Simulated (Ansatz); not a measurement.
**BGeO (doublet): from Hartree-Fock to the top rungs, cc-pVTZ**

The task here is to estimate one member of a computed series from the others.

Method: cc-pVTZ, core rule «outside noble gas», up to 16 orbitals frozen; program: Ansatz 0.2.0, Gaussian basis.

The runs, in order: UHF; CCSD(T) on ROHF; CCSD(T) on UHF; BCCD(T) on ROHF; CCSDT(Q) on ROHF; CCSDT(Q) on UHF.

10 further runs of the same task are left out: 5 for a known fault of the program, 5 set aside as unsound or not needed.

## The system

The geometry is a PBE0/def2-TZVP stationary point (not a proven minimum) of the parent state, kept for this charge and spin. No spin-orbit coupling is included. The filled d shell of Ge may be among the frozen orbitals whatever the setting's name suggests; the logs give the count.

3 atoms, charge 0, spin multiplicity 2.

Atoms are counted from 1 here; the program's logs count them from 0.

Bond lengths: B1–Ge2 1.875 Å, Ge2–O3 1.621 Å. Angles: B1–Ge2–O3 180.0°.

Set-up of the first run:

The input, in.yaml:

```yaml
crystal:
  periodic: [false, false, false]
  atoms:
    - {symbol: B, position_ang: [0.000000, 0.000000, 1.790400]}
    - {symbol: Ge, position_ang: [0.000000, 0.000000, -0.084500]}
    - {symbol: O, position_ang: [0.000000, 0.000000, -1.705900]}
basis:
  gaussian: {orbitals: cc-pVTZ}
magnetization: {spin_polarized: true, initial_magnetization: 1}
hamiltonian: {xc: hf}
output: {orbitals: {seedname: orbitals}}
```

The run is started by

```
$ ansatz run in.yaml --threads 1 --pin off --events-out ev --progress --plain --max-ram 4096MiB --backend cpu
```

Steps of the session up to this table: UHF; CCSD(T) on ROHF; CCSD(T) on UHF; BCCD(T) on ROHF; CCSDT(Q) on ROHF; CCSDT(Q) on UHF.

One of the session's tables, all rows but one given; the rest of the session is left out.

It belongs to the step «Misses and costs». 

```
   method  from RCCSDT(Q) (meV)
     ROHF              +12448.4
      UHF              +11751.4
     RMP2               +1123.5
     UMP2                     ?
    RCCSD                +825.4
    UCCSD                +778.3
 RCCSD(T)                 +86.0
 UCCSD(T)                 +75.8
  BCCD(T)                 +76.9
   RCCSDT                 +50.7
   UCCSDT                 -80.8
RCCSDT(Q)                     0
UCCSDT(Q)                -310.2
```

Estimate the missing values for UMP2.

The run gave: from RCCSDT(Q) (meV): +1122.1. In the column «from RCCSDT(Q) (meV)» it lies between RCCSD (+825.4) and RMP2 (+1123.5).

The program flags UCCSD(T), UCCSDT(Q) as in doubt (see the logs), so those rows may rest on another solution; read them beside their warnings.

Limits of these values: The determinant is far from a pure spin state, so its energy mixes those of several spin states (harmless only where they are near-degenerate, as at dissociation). The program flags UCCSD(T), UCCSDT(Q) as in doubt, so those rows may rest on another solution; read them beside their warnings. Restricted and unrestricted rows rest on different reference determinants; where their highest levels disagree by more than a few hundredths of an eV, they describe different states and don't form one ladder.
